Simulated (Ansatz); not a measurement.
**C4H10BN: how energies converge with the basis set**

The task here is to estimate one member of a computed series from the others.

Computed with Ansatz 0.2.0, Gaussian basis. Level: one geometry, several basis sets.

The runs, in order: PBE0-D4/def2-SVP; ωB97M-V/def2-SVP; PBE0-D4/def2-QZVPP; ωB97M-V/def2-QZVPP; the functionals' def2-TZVPP values are taken from earlier runs.

## Structure used throughout

An earlier PBE0-D4 in a triple-zeta def2 set relaxation fixed the geometry.

SMILES `CC#[N+][BH-](C)C`, 16 atoms, charge 0, spin multiplicity 1.

Atoms are counted from 1 here; the program's logs count them from 0.

Bond lengths: C1–C2 1.443 Å, C1–H7 1.091 Å, C1–H8 1.091 Å, C1–H9 1.091 Å, C2–N3 1.142 Å, N3–B4 1.572 Å, B4–C5 1.616 Å, B4–C6 1.616 Å, B4–H10 1.221 Å, C5–H11 1.095 Å, C5–H12 1.097 Å, C5–H13 1.094 Å, C6–H14 1.094 Å, C6–H15 1.097 Å, C6–H16 1.095 Å. Angles: C2–C1–H7 109.8°, C2–C1–H8 109.8°, C2–C1–H9 109.8°, H7–C1–H8 109.1°, H7–C1–H9 109.1°, H8–C1–H9 109.1°, C1–C2–N3 179.5°, C2–N3–B4 179.1°, N3–B4–C5 106.5°, N3–B4–C6 106.5°, N3–B4–H10 102.2°, C5–B4–C6 114.9°, C5–B4–H10 112.7°, C6–B4–H10 112.7°, B4–C5–H11 113.6°, B4–C5–H12 112.6°, B4–C5–H13 108.9°, H11–C5–H12 107.8° and more.

Set-up of the first run:

Contents of in.yaml:

```yaml
crystal:
  periodic: [false, false, false]
  atoms:
    - {symbol: C, position_ang: [-0.419391, -1.654745, 2.588119]}
    - {symbol: C, position_ang: [-0.087353, -0.817315, 1.460931]}
    - {symbol: N, position_ang: [0.182764, -0.151085, 0.573052]}
    - {symbol: B, position_ang: [0.535099, 0.756656, -0.661335]}
    - {symbol: C, position_ang: [0.827888, -0.242497, -1.896917]}
    - {symbol: C, position_ang: [-0.720142, 1.751835, -0.872582]}
    - {symbol: H, position_ang: [-1.419077, -1.409134, 2.950287]}
    - {symbol: H, position_ang: [-0.396099, -2.704091, 2.289463]}
    - {symbol: H, position_ang: [0.300957, -1.496184, 3.392506]}
    - {symbol: H, position_ang: [1.537932, 1.337936, -0.277497]}
    - {symbol: H, position_ang: [1.640657, -0.950502, -1.704226]}
    - {symbol: H, position_ang: [-0.056469, -0.820496, -2.191162]}
    - {symbol: H, position_ang: [1.123895, 0.349769, -2.768375]}
    - {symbol: H, position_ang: [-0.494876, 2.435331, -1.697160]}
    - {symbol: H, position_ang: [-1.639996, 1.219599, -1.143400]}
    - {symbol: H, position_ang: [-0.938789, 2.372523, 0.002593]}
basis:
  gaussian: {orbitals: def2-SVP}
hamiltonian: {xc: pbe0, dispersion: d4}
output: {orbitals: {seedname: orbitals}}
```

Launch:

```
ansatz run in.yaml --threads 4 --pin off --events-out ev --progress --plain --max-ram 11315MiB
```

Among the steps run: PBE0-D4 in def2-SVP; ωB97M-V in def2-SVP; PBE0-D4 in def2-QZVPP; ωB97M-V in def2-QZVPP.

One table of the session follows, with a row left open; its other results are not shown here.

It belongs to the step «Density functionals: the series». 

| functional | basis | HOMO (eV) | LUMO (eV) |
| --- | --- | --- | --- |
| PBE0-D4 | def2-SVP | -7.02 | -0.24 |
| PBE0-D4 | def2-TZVPP | -7.12 | -0.33 |
| PBE0-D4 | def2-QZVPP | -7.13 | -0.37 |
| ωB97M-V | def2-SVP | ? | ? |
| ωB97M-V | def2-TZVPP | -9.33 | 1.56 |
| ωB97M-V | def2-QZVPP | -9.34 | 0.79 |

**Question.** Estimate the row for ωB97M-V, def2-SVP.

**Answer.** HOMO (eV): -9.20; LUMO (eV): 1.91. In the column «HOMO (eV)» it lies between ωB97M-V, def2-TZVPP (-9.33) and PBE0-D4, def2-QZVPP (-7.13).
